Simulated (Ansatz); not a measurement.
AlCo4:

```
CELL_PARAMETERS angstrom
1.28934 0.74440 9.97436
-1.28934 0.74440 9.97436
0.00000 -1.48880 9.97436
ATOMIC_POSITIONS crystal
Co 0.40114 0.40114 0.40114
Co 0.79968 0.79968 0.79968
Co 0.20032 0.20032 0.20032
Co 0.59886 0.59886 0.59886
Al 0.00000 0.00000 0.00000
```

The cell comes from a database or a generator and needn't be the stable form of this composition.

- Program: Ansatz 0.2.0
- Task: relaxation of cell and atoms
- Functional: PBEsol
- Potentials or basis: Ansatz PAW
- Cutoff: 420 eV (not typed: the program's choice for these potentials)
- k mesh: 12 × 12 × 12
- Occupations: fermi-dirac, width 0.05 eV
- Spin: collinear spin, ferromagnetic start
- Starting moments: [2.0, 2.0, 2.0, 2.0, 0.0] μB

At the start: volume 11.49 Å³/atom.

Task: How do energy, volume and symmetry change on relaxing?

Result: It ends after 8 steps and the volume is 11.00 Å³/atom (-4.2 %); space group R-3m (No. 166, to 0.05 Å); moment 5.65 μB per cell.

The path:
```tsv
step	energy change (eV)	largest force (eV/Å)	volume (Å³)
1	0.0000	0.1948	57.44
2	-0.0531	0.0716	56.03
3	-0.0651	0.0274	54.99
4	-0.0652	0.0067	55.03
5	-0.0653	0.0010	55.02
6	-0.0633	0.0009	55.02
7	-0.0633	0.0002	55.00
8	-0.0633	0.0002	55.00
```

Final structure:
```yaml
crystal:
  lattice:
    - [1.26983, 0.73313, 9.84717]
    - [-1.26983, 0.73313, 9.84717]
    - [0.00000, -1.46627, 9.84717]
  atoms:
    - { symbol: Co, position: [0.40142, 0.40142, 0.40142] }
    - { symbol: Co, position: [0.79987, 0.79987, 0.79987] }
    - { symbol: Co, position: [0.20013, 0.20013, 0.20013] }
    - { symbol: Co, position: [0.59858, 0.59858, 0.59858] }
    - { symbol: Al, position: [0.00000, 0.00000, 0.00000] }
```

Caveat: the plane-wave basis is chosen anew once the cell has moved, so the energies of steps on either side of that aren't comparable; the PAW data sets come from PBE, with cores solved anew for the run's functional, which leaves a small shift of forces and pressure.
